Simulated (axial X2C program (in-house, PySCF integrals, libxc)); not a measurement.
# BrSeBr: bond lengths and stretches, held linear

How do method and spin–orbit coupling move the bonds and stretches of BrSeBr, held linear?

Computed with an in-house X2C program for linear molecules on PySCF integrals. Level: all-electron X2C, two-component (2c) or spin-free, Br dyall-av3z, Se dyall-v3z.

All values are calculated.

2 further runs of the same task are left out: 2 set aside as unsound or not needed.

## (1) Input

Input file task.json:

```json
{
 "zs": [
  35,
  34,
  35
 ],
 "q": 0,
 "bas": [
  "dyall-av3z",
  "dyall-v3z",
  "dyall-av3z"
 ],
 "r0": [
  2.3,
  2.3
 ],
 "symm": 1,
 "scan": [
  "PBE0",
  "HF",
  "r2SCAN"
 ],
 "levels": [
  "PBE0",
  "HF",
  "PBE"
 ],
 "nst": 2
}
```

Keys: zs atomic numbers; q charge; bas basis sets; r0 starting distance in Å; symm equal bonds; scan levels of the two-bond scan; levels methods; nst determinants followed.

The run is started by

```bash
> python solin.py task.json out
```

Masses Br 78.918, Se 79.917, Br 78.918 u.

## (2) Scan at PBE0, 2c

State: Ω = 1 (beyond evenly filled blocks: ω = -1/2, ω = 3/2). Energies above the lowest point, from the job's result record:

| r(Br–Se) (Å) | r(Se–Br) (Å) | E (meV) |
| --- | --- | --- |
| 2.3615 | 2.3615 | 43.89 |
| 2.3615 | 2.4220 | 16.40 |
| 2.3615 | 2.4825 | 23.55 |
| 2.4220 | 2.3615 | 16.40 |
| 2.4220 | 2.4220 | 0.00 |
| 2.4220 | 2.4825 | 17.36 |
| 2.4220 | 2.5431 | 61.08 |
| 2.4825 | 2.3615 | 23.55 |
| 2.4825 | 2.4220 | 17.36 |
| 2.4825 | 2.4825 | 44.08 |
| 2.5431 | 2.4220 | 61.08 |
| 2.5431 | 2.5431 | 156.52 |

A quadratic surface with cubic terms in each bond gives the minimum at 2.420 and 2.420 Å, force constants 1.46, 1.46 and coupling 0.41 mdyn/Å.

## (3) Scan at r2SCAN, 2c

State: Ω = 1 (beyond evenly filled blocks: ω = -1/2, ω = 3/2). Energies above the lowest point, from the job's result record:

| r(Br–Se) (Å) | r(Se–Br) (Å) | E (meV) |
| --- | --- | --- |
| 2.3615 | 2.3615 | 69.23 |
| 2.3615 | 2.4220 | 29.21 |
| 2.3615 | 2.4825 | 23.96 |
| 2.4220 | 2.3615 | 29.21 |
| 2.4220 | 2.4220 | 0.00 |
| 2.4220 | 2.4825 | 4.68 |
| 2.4220 | 2.5431 | 35.90 |
| 2.4825 | 2.3615 | 23.96 |
| 2.4825 | 2.4220 | 4.68 |
| 2.4825 | 2.4825 | 18.46 |
| 2.5431 | 2.4220 | 35.90 |
| 2.5431 | 2.5431 | 105.24 |

A quadratic surface with cubic terms in each bond gives the minimum at 2.439 and 2.439 Å, force constants 1.37, 1.37 and coupling 0.40 mdyn/Å.

## (4) Scan at PBE0, spin-free

State: M_S = 1, Λ = 0 (beyond evenly filled blocks: π+α, π-α). Energies above the lowest point, from the job's result record:

| r(Br–Se) (Å) | r(Se–Br) (Å) | E (meV) |
| --- | --- | --- |
| 2.3615 | 2.3615 | 40.86 |
| 2.3615 | 2.4220 | 14.84 |
| 2.3615 | 2.4825 | 23.44 |
| 2.4220 | 2.3615 | 14.84 |
| 2.4220 | 2.4220 | 0.00 |
| 2.4220 | 2.4825 | 18.89 |
| 2.4220 | 2.5431 | 64.12 |
| 2.4825 | 2.3615 | 23.44 |
| 2.4825 | 2.4220 | 18.89 |
| 2.4825 | 2.4825 | 47.22 |
| 2.5431 | 2.4220 | 64.12 |
| 2.5431 | 2.5431 | 162.97 |

A quadratic surface with cubic terms in each bond gives the minimum at 2.418 and 2.418 Å, force constants 1.47, 1.47 and coupling 0.41 mdyn/Å.

## (5) The levels side by side

| level | r(Br–Se) (Å) | r(Se–Br) (Å) | lower stretch (cm⁻¹) | upper stretch (cm⁻¹) |
| --- | --- | --- | --- | --- |
| PBE0, 2c | 2.420 | 2.420 | 200.7 | 259.7 |
| r2SCAN, 2c | 2.439 | 2.439 | 195.3 | 250.0 |
| PBE0, spin-free | 2.418 | 2.418 | 201.4 | 260.4 |
| r2SCAN, spin-free | 2.437 | 2.437 | 195.9 | 250.6 |

Scans not shown above were run alike.

**Reading.** Over the levels the Br–Se bond spans 2.418 to 2.439 Å and the Se–Br bond 2.418 to 2.439 Å. At PBE0 going from spin-free to two-component moves the bonds by +0.002 and +0.002 Å. Each state is one determinant, the lowest of a limited PBE0 search; the stretches come from a fit to few points and are good to some per cent at best. The stretches are sorted by size, and where the two bonds are alike the symmetric and antisymmetric modes can swap order between levels. The molecule was held linear; bending was not examined, so a bent shape may lie lower. Open-shell Ω = 0 determinants with evenly filled partner blocks cannot be reached by this program, so the Ω shown need not be the lowest component. Note: several unpaired electrons, one determinant need not be a pure state.
